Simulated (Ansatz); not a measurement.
# Cl₅HMoO: small, medium and large basis sets

An exercise on one series of results from a longer session: the logs are not shown, and one member is left open.

Program: Ansatz 0.2.0, Gaussian basis. Level of theory: one geometry, several basis sets. These are calculated values, not measurements.

The runs, in order: PBE0-D4/def2-SVP; ωB97M-V/def2-SVP; PBE0-D4/def2-QZVPP; ωB97M-V/def2-QZVPP; the functionals' def2-TZVPP values are taken from earlier runs.

## Structure used throughout

The geometry comes from an earlier relaxation with PBE0-D4 in a triple-zeta def2 set; it is a stationary point, not always the lowest conformer. Mo takes the def2 core potential; no spin-orbit term is included.

SMILES `[OH][Mo]([Cl])([Cl])([Cl])([Cl])[Cl]`, 8 atoms, charge 0, spin multiplicity 1.

Atoms are counted from 1 here; the program's logs count them from 0.

Bond lengths: O1–Mo2 1.832 Å, O1–H8 0.966 Å, Mo2–Cl3 2.286 Å, Mo2–Cl4 2.286 Å, Mo2–Cl5 2.269 Å, Mo2–Cl6 2.268 Å, Mo2–Cl7 2.357 Å. Angles: Mo2–O1–H8 125.9°, O1–Mo2–Cl3 92.9°, O1–Mo2–Cl4 92.9°, O1–Mo2–Cl5 163.9°, O1–Mo2–Cl6 95.4°, O1–Mo2–Cl7 80.3°, Cl3–Mo2–Cl4 172.7°, Cl3–Mo2–Cl5 87.8°, Cl3–Mo2–Cl6 87.5°, Cl3–Mo2–Cl7 92.6°, Cl4–Mo2–Cl5 87.8°, Cl4–Mo2–Cl6 87.5°, Cl4–Mo2–Cl7 92.7°, Cl5–Mo2–Cl6 100.7°, Cl5–Mo2–Cl7 83.6°, Cl6–Mo2–Cl7 175.7°.

Geometry (Å):

```mol
Cl5HMoO
  3D, bonds by distance, orders not assigned

  8  7  0  0  0  0  0  0  0  0999 V2000
   -0.5733   -1.3543    0.6047 O   0  0
   -0.0462    0.2949    0.0057 Mo  0  0
    1.3466    0.6263    1.7879 Cl  0  0
   -1.4998    0.2466   -1.7582 Cl  0  0
    1.0375    1.9880   -1.0463 Cl  0  0
   -1.6255    1.4536    1.1489 Cl  0  0
    1.5283   -1.0560   -1.1124 Cl  0  0
   -0.1676   -2.1991    0.3697 H   0  0
  1  2  8  0
  2  3  8  0
  2  4  8  0
  2  5  8  0
  2  6  8  0
  2  7  8  0
  1  8  8  0
M  END
```

Set-up of the first run:

Contents of in.yaml:

```yaml
crystal:
  periodic: [false, false, false]
  atoms:
    - {symbol: O, position_ang: [-0.573303, -1.354346, 0.604677]}
    - {symbol: Mo, position_ang: [-0.046205, 0.294880, 0.005746]}
    - {symbol: Cl, position_ang: [1.346610, 0.626259, 1.787898]}
    - {symbol: Cl, position_ang: [-1.499820, 0.246604, -1.758175]}
    - {symbol: Cl, position_ang: [1.037498, 1.988034, -1.046314]}
    - {symbol: Cl, position_ang: [-1.625467, 1.453649, 1.148897]}
    - {symbol: Cl, position_ang: [1.528261, -1.056006, -1.112429]}
    - {symbol: H, position_ang: [-0.167585, -2.199085, 0.369700]}
basis:
  gaussian: {orbitals: def2-SVP}
hamiltonian: {xc: pbe0, dispersion: d4}
output: {orbitals: {seedname: orbitals}}
```

Command:

```sh
ansatz run in.yaml --threads 2 --pin off --events-out ev --progress --plain --max-ram 32768MiB --backend cpu
```

Steps of the session up to this table: PBE0-D4 in def2-SVP; ωB97M-V in def2-SVP; PBE0-D4 in def2-QZVPP; ωB97M-V in def2-QZVPP.

One of the session's tables, all rows but one given; the rest of the session is left out.

It belongs to the step «Functionals by basis». 

| functional | basis | HOMO (eV) | LUMO (eV) |
| --- | --- | --- | --- |
| PBE0-D4 | def2-SVP | ? | ? |
| PBE0-D4 | def2-TZVPP | -8.89 | -5.63 |
| PBE0-D4 | def2-QZVPP | -8.89 | -5.62 |
| ωB97M-V | def2-SVP | -11.04 | -3.85 |
| ωB97M-V | def2-TZVPP | -11.05 | -3.84 |
| ωB97M-V | def2-QZVPP | -11.07 | -3.84 |

Estimate the missing values for PBE0-D4, def2-SVP.

**Answer.** HOMO (eV): -8.91; LUMO (eV): -5.68. In the column «HOMO (eV)» it lies between ωB97M-V, def2-SVP (-11.04) and PBE0-D4, def2-TZVPP (-8.89).
